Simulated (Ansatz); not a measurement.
# KP2Ru2: further runs on the relaxed cell

One table from this session's results is given with a row withheld; the runs are named, their logs left out.

Method: DFT r2SCAN, scalar-relativistic, plane waves, PAW, in Ansatz 0.2.0.

1 further run of the same task is left out (set aside as unsound or not needed).

### The system as given

It takes space group I4/mmm (No. 139, tetragonal). The conventional cell has a = 4.020 Å, b = 4.020 Å, c = 12.500 Å, α = 90.00°, β = 90.00°, γ = 90.00°. Around K (site symmetry 4/mmm) lie 8 P at 3.48 Å and 8 Ru at 3.72 Å. P (site symmetry 4mm) has 4 Ru at 2.30 Å as nearest neighbours. Around Ru (site symmetry -4m2) lie 4 P at 2.30 Å.

Structure file:

```cif
data_structure
_symmetry_space_group_name_H-M 'I4/mmm'
_symmetry_Int_Tables_number 139
_cell_length_a 4.0202
_cell_length_b 4.0202
_cell_length_c 12.4997
_cell_angle_alpha 90.000
_cell_angle_beta 90.000
_cell_angle_gamma 90.000
_cell_volume 202.03
loop_
_atom_site_label
_atom_site_type_symbol
_atom_site_symmetry_multiplicity
_atom_site_Wyckoff_symbol
_atom_site_fract_x
_atom_site_fract_y
_atom_site_fract_z
_atom_site_occupancy
K1 K 2 a 0.00000 0.00000 0.00000 1
P1 P 4 e 0.00000 0.00000 0.33900 1
Ru1 Ru 4 d 0.00000 0.50000 0.25000 1
```

It goes back to an entry of the Materials Project.

This cell was relaxed beforehand with the same method: volume 20.20 Å³/atom, gap on the mesh none (metal).

The first run:

Input file input.yaml:

```yaml
crystal:
  lattice:
    - [-1.989818574, 1.989818574, 6.1867281824]
    - [1.989818574, -1.989818574, 6.1867281824]
    - [1.989818574, 1.989818574, -6.1867281824]
  atoms:
    - { symbol: K, position: [0.0, 0.0, 0.0] }
    - { symbol: P, position: [0.3390040963, 0.3390040963, 0.0] }
    - { symbol: P, position: [0.6609959037, 0.6609959037, 0.0] }
    - { symbol: Ru, position: [0.75, 0.25, 0.5] }
    - { symbol: Ru, position: [0.25, 0.75, 0.5] }
basis:
  ecutwfc: 500
kpoints:
  mp_grid: { grid: [12, 12, 12] }
hamiltonian:
  xc: r2scan
scf:
  occupations: { method: gaussian, width: 0.1 }
output:
  forces: true
  stress: true
  eigenvalues: true
relax:
  adjacent_minimum: "off"
  f_tol: 0.01
  max_steps: 30
  cell: { stress_tol: 0.1, fix: [volume] }
```

Command:

```bash
> ansatz run input.yaml --threads 2 --pin off --max-ram 5120MiB --backend cpu --events-out ev --progress --plain --runs-dir out
```

Among the steps run: The cell scaled to 0.97 of its volume; The cell scaled to 1.03 of its volume; The cell scaled to 0.94 of its volume; Volume × 1.06; Volume × 0.91; The cell scaled to 1.10 of its volume; Volume × 0.88.

One table of the session follows, with a row left open; its other results are not shown here.

It belongs to the step «Equation of state». 

```
volume (Å³/atom)  energy above the lowest point (meV/atom)  pressure (GPa)
          17.778                                      44.4            6.47
          18.384                                      23.8            4.53
          18.990                                      10.2            2.85
          19.596                                         ?               ?
          20.203                                       0.0           -0.01
          20.809                                       2.3           -1.15
          21.415                                       8.6           -2.17
          22.223                                      22.6           -3.30
```

Q: Estimate the row for volume (Å³/atom) = 19.596 from the others.

Worked estimate for «energy above the lowest point (meV/atom)». A straight line through the neighbours (18.990, 10.2) and (20.203, 0.0) gives 10.2 + (0.0 − 10.2) × (19.596 − 18.990) / (20.203 − 18.990) = 5.1; a parabola fitted to 4 rows on both sides gives 2.5.

**Answer.** energy above the lowest point (meV/atom): 2.4; pressure (GPa): 1.35. In «energy above the lowest point (meV/atom)» the line misses by +2.7 and the parabola by +0.1.
